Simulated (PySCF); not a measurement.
# cyclo-(H2SnNH)2: geometry, NMR shifts and electronic excitations

What NMR shifts and electronic excitations should cyclo-(H2SnNH)2 show?

The runs use PySCF 2.14.0, with density-fitted response routines of our own; the level of theory stands in each step. All values are computed, except where a source is named. Atoms count from 0, in the outputs and in this text.

## (1) Starting geometry

10 atoms, charge 0, multiplicity 1; geometry from: GFN2-xTB.

Bonds of the start (Å): Sn0–H1 1.66, Sn0–H2 1.70, Sn0–N3 2.03, Sn0–N7 2.03, N3–Sn4 2.03, N3–H8 1.01, Sn4–H5 1.70, Sn4–H6 1.66, Sn4–N7 2.03, N7–H9 1.01.

## (2) Optimising the geometry at PBE0-D3(BJ)/def2-SVP

The job: settings as JSON, then the geometry in Å.

```
{"job": {"xc": "PBE0", "basis": "def2-SVP", "d3": "d3bj", "grid": 1, "maxiter": 40, "kind": "geom"}, "charge": 0, "multiplicity": 1}
Sn     0.890690    -0.422120    -1.142780
H      0.833540     0.270540    -2.653550
H      2.051280    -1.653380    -1.018520
N      0.854080     1.023550     0.282100
Sn    -0.923040     0.473980     1.096480
H     -0.931110    -0.180110     2.661800
H     -2.039600     1.689110     0.888260
N     -0.996200    -0.799970    -0.485680
H      1.656120     1.322360     0.811670
H     -1.395770    -1.723940    -0.439780
```

Started as:

```bash
$ OMP_NUM_THREADS=1 python probes_run.py task.json out
```

The driver reads the jobs from task.json and runs them one after another.

**Question.** This job is followed by: GIAO PBE0/pcSseg-1 Sn:def2-TZVP NMR shielding, non-relativistic, gas phase; TDDFT wB97X-D/def2-SVPD, vertical, gas phase, core orbitals frozen in the response; GIAO B3LYP/pcSseg-1 Sn:def2-TZVP NMR shielding, non-relativistic, gas phase. What will the session give for the following? point group; rotational constants (main isotopes); 1H shifts against TMS (PBE0/def2-TZVP+pcSseg-1, means over atoms taken as alike); 15N shifts against NH3 (PBE0/def2-TZVP+pcSseg-1, means over atoms taken as alike); surface potential, 1st and 99th percentile; lowest singlet (wB97X-D/def2-SVPD); brightest single state of those computed; lowest triplet; vertical ionisation energy (ΔSCF); range of the shift of N3.

As calculated:

```
                                                                         quantity                        value
                                                                      point group                          C2v
                                             rotational constants (main isotopes)         7.12, 0.85, 0.78 GHz
 1H shifts against TMS (PBE0/def2-TZVP+pcSseg-1, means over atoms taken as alike)              6.41, -0.37 ppm
15N shifts against NH3 (PBE0/def2-TZVP+pcSseg-1, means over atoms taken as alike)                     18.4 ppm
                                            surface potential, 1st and 99th percentile           -1.55 V and 1.77 V
                                               lowest singlet (wB97X-D/def2-SVPD)  4.62 eV (269 nm), f = 0.022
                                         brightest single state of those computed  state 5, 6.19 eV, f = 0.090
                                                                   lowest triplet                      4.31 eV
                                                vertical ionisation energy (ΔSCF)                      8.47 eV
                                                         range of the shift of N3             18.4 to 26.1 ppm
```

What this shows: Over 9 steps the energy fell by 0.118 eV; of the close pairs, Sn0–H1 changed most, 1.663 to 1.717 Å. No frequency check was run at this level, so the end point may be a saddle. At PBE0/def2-TZVP+pcSseg-1: The widest tensor belongs to N3, N7: span 158 ppm, with a paramagnetic part of -72 ppm. At PBE0/def2-TZVP+pcSseg-1, counted by nearest atom on the grid, the HOMO lies on N3, N7 about 42 % each, the LUMO on Sn0, Sn4 about 15 % each; 6 H atoms about 10 % each. The lowest singlet, at 4.62 eV, is HOMO→LUMO 0.95 and is weak; of the 10 states computed, the strongest absorption comes from state 5 at 6.19 eV. The lowest triplet lies 0.31 eV below the lowest singlet (triplets in Tamm-Dancoff, singlets in full TDDFT). Spin-orbit coupling, left out, mixes singlets and triplets in elements this heavy. The orbital energy would give 8.47 eV for ionisation, ΔSCF gives 8.47 eV. In ppm, N3 (with its like atoms) moves most: its shift spreads over 7.7 ppm, from 18.4 (PBE0/def2-TZVP+pcSseg-1) to 26.1 (B3LYP/def2-TZVP+pcSseg-1). Spin-orbit coupling is left out, which matters for shieldings and couplings at and beside the heavy atoms.
